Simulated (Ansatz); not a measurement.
Geometry optimisation, Ansatz, DFT r2SCAN, scalar-relativistic, plane waves, PAW.

Input file:

```yaml
accuracy: low
crystal:
  lattice:
    - [7.387659, 0.0, 0.0]
    - [0.0, 7.387659, 0.0]
    - [0.0, 0.0, 7.387659]
  atoms:
    - { symbol: C, position: [0.5132597, 0.3672144, 0.6833991] }
    - { symbol: H, position: [0.3999897, 0.3670247, 0.5889241] }
    - { symbol: H, position: [0.6400821, 0.3687106, 0.6081031] }
    - { symbol: H, position: [0.5073973, 0.246136, 0.7674306] }
    - { symbol: H, position: [0.5055697, 0.4869861, 0.7691383] }
    - { symbol: C, position: [0.4951055, 0.7926742, 0.0959283] }
    - { symbol: H, position: [0.5696659, 0.8766732, 0.1915344] }
    - { symbol: H, position: [0.3975258, 0.7097054, 0.1690721] }
    - { symbol: H, position: [0.5892635, 0.7053623, 0.0233573] }
    - { symbol: H, position: [0.4239668, 0.8789557, -0.0002508] }
    - { symbol: C, position: [0.3031771, 0.0014827, 0.5745725] }
    - { symbol: H, position: [0.3346543, 0.1420581, 0.5428961] }
    - { symbol: H, position: [0.4271029, -0.0695797, 0.6112901] }
    - { symbol: H, position: [0.242565, -0.0631082, 0.4566326] }
    - { symbol: H, position: [0.2083863, -0.0034393, 0.6874712] }
    - { symbol: C, position: [0.9455684, 0.1828388, 0.3830317] }
    - { symbol: H, position: [0.8714595, 0.069891, 0.4422457] }
    - { symbol: H, position: [0.9641314, 0.1591629, 0.2386346] }
    - { symbol: H, position: [1.077332, 0.1947736, 0.4482355] }
    - { symbol: H, position: [0.8693506, 0.3075277, 0.4030107] }
    - { symbol: C, position: [0.9134095, 0.7808074, 0.3847258] }
    - { symbol: H, position: [0.9800121, 0.8777686, 0.4737105] }
    - { symbol: H, position: [0.8225571, 0.6957611, 0.4639003] }
    - { symbol: H, position: [1.0150426, 0.6964211, 0.319111] }
    - { symbol: H, position: [0.8360262, 0.853279, 0.2821815] }
    - { symbol: C, position: [0.9843108, 0.8391995, 0.7666025] }
    - { symbol: H, position: [1.0747599, 0.7709704, 0.6721599] }
    - { symbol: H, position: [1.0634346, 0.9231224, 0.8585373] }
    - { symbol: H, position: [0.9092315, 0.7386539, 0.8441221] }
    - { symbol: H, position: [0.8898174, 0.9240513, 0.6915905] }
    - { symbol: C, position: [0.7965194, 0.4319735, 0.9976398] }
    - { symbol: H, position: [0.8803601, 0.5071505, 1.0929015] }
    - { symbol: H, position: [0.694941, 0.3548755, 1.0717569] }
    - { symbol: H, position: [0.8812262, 0.3396335, 0.9198341] }
    - { symbol: H, position: [0.7295505, 0.5262345, 0.9060666] }
    - { symbol: C, position: [0.1735376, 0.3910347, 0.0384352] }
    - { symbol: H, position: [0.2563305, 0.4798164, 0.1222133] }
    - { symbol: H, position: [0.0917391, 0.3039837, 0.1249614] }
    - { symbol: H, position: [0.2609646, 0.3078712, -0.046394] }
    - { symbol: H, position: [0.085116, 0.4724674, -0.0470398] }
basis:
  ecutwfc: 500.0
kpoints:
  mp_grid: { grid: [1, 1, 1] }
hamiltonian:
  xc: r2scan
scf:
  occupations: { method: fermi_dirac, width: 0.02 }
  lower_state_search: "off"
relax:
  f_tol: 0.3
  max_steps: 15
  adjacent_minimum: "off"
```

Command:

```bash
$ ansatz run input.yaml --threads 1 --pin off --max-ram 3072MiB --backend cpu --events-out ev --progress --plain --runs-dir out
```

**Question.** Where does it end, and by what steps?

**Answer.** It converged. The threshold is loose, so the end isn't yet a minimum. The force dipped under the threshold on the way, but the program's further checks kept it going. Limits of this set-up: coarse k mesh, low accuracy level. After 8 steps the energy has fallen by 2.224 eV; H3 moved furthest, 1.08 Å.

| step | energy less start (eV) | largest force component (eV/Å) | accepted |
| --- | --- | --- | --- |
| 0 | 0.0000 | 0.938 | yes |
| 1 | -1.0176 | 0.230 | yes |
| 2 | -1.4579 | 0.441 | yes |
| 3 | -1.7417 | 0.443 | yes |
| 4 | -1.9261 | 0.454 | yes |
| 5 | -2.0614 | 0.268 | yes |
| 6 | -2.0614 | 0.266 | yes |
| 7 | -2.1569 | 0.174 | yes |
| 8 | -2.2236 | 0.237 | yes |

```xyz
40
Lattice="7.3877 0.0000 0.0000 0.0000 7.3877 0.0000 0.0000 0.0000 7.3877" Properties=species:S:1:pos:R:3
C 3.384 3.319 4.639
H 2.463 3.213 4.065
H 4.215 3.511 3.958
H 3.583 2.399 5.188
H 3.284 4.140 5.345
C 3.604 6.162 0.601
H 4.188 6.912 1.131
H 2.869 5.730 1.282
H 4.260 5.373 0.235
H 3.091 6.626 -0.238
C 2.668 -0.138 3.978
H 2.921 0.660 3.274
H 3.583 -0.573 4.384
H 2.093 -0.908 3.457
H 2.074 0.266 4.791
C 6.515 1.434 3.110
H 5.795 0.861 3.684
H 6.573 1.034 2.104
H 7.494 1.372 3.581
H 6.201 2.467 3.066
C 6.845 5.295 2.641
H 7.351 6.127 3.116
H 6.142 4.851 3.342
H 7.575 4.551 2.331
H 6.302 5.650 1.772
C 7.350 6.321 6.233
H 8.039 5.690 5.675
H 7.898 6.874 6.995
H 6.596 5.701 6.712
H 6.868 7.015 5.548
C 5.700 2.849 7.236
H 6.199 3.412 8.023
H 4.796 2.393 7.631
H 6.372 2.074 6.868
H 5.438 3.513 6.419
C 1.793 2.744 0.558
H 2.615 3.154 1.138
H 1.053 2.318 1.226
H 2.172 1.971 -0.105
H 1.343 3.534 -0.038
```

Whether the end is a true minimum wasn't checked by a vibrational analysis.

The run took 2.3 min on 1 thread of Arm Neoverse V2 (shared host), peak memory 0.67 GiB.
